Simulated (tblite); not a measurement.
# C8H12O2: the cost of one run

Computed with tblite 0.8.0 and PySCF 2.14.0, with density-fitted response routines of our own, on a single molecule in the gas phase. Atoms count from 0, in the outputs and in this text.

**1. Starting geometry**

22 atoms, charge 0, multiplicity 1; geometry from: force field or distance geometry start.

Bonds of the start (Å): O0–C1 1.24, C1–C2 1.50, C2–O3 1.46, O3–C4 1.44, C4–C5 1.52, C5–C6 1.55, C6–C7 1.54, C7–C8 1.55, C4–C9 1.52, C9–C1 1.48, C8–C5 1.55, C2–H10 1.08, C2–H11 1.09, C4–H12 1.10, C5–H13 1.10, C6–H14 1.10, C6–H15 1.11, C7–H16 1.10, C7–H17 1.10, C8–H18 1.09, C8–H19 1.09, C9–H20 1.08, C9–H21 1.10.

**2. Relaxing the molecule with GFN2-xTB**

Job settings and geometry (Å):

```
{"job": {"kind": "relax", "xc": "GFN2-xTB", "basis": "xTB"}, "charge": 0, "multiplicity": 1}
O      3.354000    -1.307400     0.533800
C      2.506100    -0.486700     0.148100
C      2.338500     0.877400     0.742600
O      1.297500     1.464100    -0.091600
C      0.565800     0.387200    -0.703900
C     -0.576900    -0.049100     0.202400
C     -1.710000     0.989600     0.415200
C     -2.686800    -0.197200     0.425500
C     -1.650400    -0.971000    -0.422900
C      1.557400    -0.730400    -0.961300
H      3.234100     1.477300     0.643400
H      1.977000     0.819500     1.774300
H      0.158800     0.767100    -1.648000
H     -0.205500    -0.450300     1.160800
H     -1.865800     1.686500    -0.416400
H     -1.663700     1.561500     1.360200
H     -3.657700    -0.019500    -0.054200
H     -2.860900    -0.640500     1.414200
H     -1.560800    -2.030700    -0.195900
H     -1.785600    -0.838500    -1.498300
H      1.121000    -1.722200    -0.928100
H      2.103300    -0.567500    -1.900800
```

Started as:

```
OMP_NUM_THREADS=1 python probes_run.py task.json out
```

The driver reads the jobs from task.json and runs them one after another.

**Question.** How long does this first job take on 1 thread of AMD EPYC, shared host, and how much memory does it need?

About 1.9 s, with a peak of 0.18 GiB.
